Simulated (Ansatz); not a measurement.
# H8N2OSi2: up Jacob's ladder to CCSD(T)

An exercise on one series of results from a longer session: the logs are not shown, and one member is left open.

Method: functionals in def2-TZVPP, the program's frozen cores in correlated methods; program: Ansatz 0.2.0, Gaussian basis.

The runs, in order: PBE-D4, r2SCAN-D4, PBE0-D4, B3LYP-D4, ωB97X-V, ωB97M-V, B2PLYP; CCSD(T)/def2-TZVPP; MP2/def2-QZVPP; extrapolation to the limit.

## The geometry

The geometry comes from an earlier relaxation with PBE0-D4 in a triple-zeta def2 set; it is a stationary point, not always the lowest conformer.

SMILES `N[Si](N)(O)[SiH3]`, 13 atoms, charge 0, spin multiplicity 1.

Atoms are counted from 1 here; the program's logs count them from 0.

Bond lengths: N1–Si2 1.719 Å, N1–H6 1.008 Å, N1–H7 1.007 Å, Si2–N3 1.709 Å, Si2–O4 1.651 Å, Si2–Si5 2.344 Å, N3–H8 1.006 Å, N3–H9 1.008 Å, O4–H10 0.960 Å, Si5–H11 1.491 Å, Si5–H12 1.489 Å, Si5–H13 1.491 Å. Angles: Si2–N1–H6 119.4°, Si2–N1–H7 119.2°, H6–N1–H7 111.0°, N1–Si2–N3 103.8°, N1–Si2–O4 106.4°, N1–Si2–Si5 118.3°, N3–Si2–O4 118.7°, N3–Si2–Si5 107.5°, O4–Si2–Si5 102.9°, Si2–N3–H8 121.6°, Si2–N3–H9 121.2°, H8–N3–H9 112.0°, Si2–O4–H10 116.5°, Si2–Si5–H11 111.9°, Si2–Si5–H12 111.3°, Si2–Si5–H13 110.2°, H11–Si5–H12 108.0°, H11–Si5–H13 107.4° and more.

The first run:

File in.yaml:

```yaml
crystal:
  periodic: [false, false, false]
  atoms:
    - {symbol: N, position_ang: [-1.808494, -0.341874, -0.266292]}
    - {symbol: Si, position_ang: [-0.155185, 0.116648, -0.366104]}
    - {symbol: N, position_ang: [0.577758, -1.180987, -1.201798]}
    - {symbol: O, position_ang: [-0.127428, 1.617875, -1.053522]}
    - {symbol: Si, position_ang: [1.034330, 0.433404, 1.628736]}
    - {symbol: H, position_ang: [-2.046008, -1.270635, 0.044225]}
    - {symbol: H, position_ang: [-2.485890, 0.330610, 0.056112]}
    - {symbol: H, position_ang: [1.577657, -1.284870, -1.242752]}
    - {symbol: H, position_ang: [0.119512, -1.623757, -1.982546]}
    - {symbol: H, position_ang: [-0.595349, 1.715827, -1.886173]}
    - {symbol: H, position_ang: [2.498290, 0.582710, 1.386057]}
    - {symbol: H, position_ang: [0.562331, 1.644688, 2.354610]}
    - {symbol: H, position_ang: [0.848485, -0.739627, 2.529439]}
basis:
  gaussian: {orbitals: def2-TZVPP}
hamiltonian: {xc: pbe, dispersion: d4}
output: {forces: true, orbitals: {seedname: orbitals}}
```

Started as:

```bash
ansatz run in.yaml --threads 2 --pin off --events-out ev --progress --plain --max-ram 31744MiB --backend cuda --devices 0, --max-vram 18GiB
```

Steps of the session up to this table: PBE-D4 (GGA); r2SCAN-D4 (meta-GGA); PBE0-D4 (hybrid); B3LYP-D4 (hybrid); ωB97X-V (range-separated); ωB97M-V (range-separated); B2PLYP (double hybrid); CCSD(T) in def2-TZVPP; MP2 in def2-QZVPP.

One table of the session follows, with a row left open; its other results are not shown here.

It belongs to the step «Atomisation energies». 

```
            method  atomisation energy (kJ/mol)
            PBE-D4                       4516.1
         r2SCAN-D4                       4461.0
           PBE0-D4                       4438.4
          B3LYP-D4                       4490.2
           ωB97X-V                       4512.0
           ωB97M-V                       4499.3
            B2PLYP                            ?
     HF/def2-TZVPP                       3136.1
    MP2/def2-TZVPP                       4386.1
   CCSD/def2-TZVPP                       4285.7
CCSD(T)/def2-TZVPP                       4346.4
           MP2/CBS                       4536.3
       CCSD(T)/CBS                       4496.7
```

**Question.** Estimate the row for B2PLYP.

**Answer.** atomisation energy (kJ/mol): 4426.4. In the column «atomisation energy (kJ/mol)» it lies between MP2/def2-TZVPP (4386.1) and PBE0-D4 (4438.4).

Limits of these values: Free atoms (2 N, 2 Si, 1 O, 8 H) were run apart at each level; the atomisation energy is their sum less the molecule, without zero-point or spin-orbit terms.
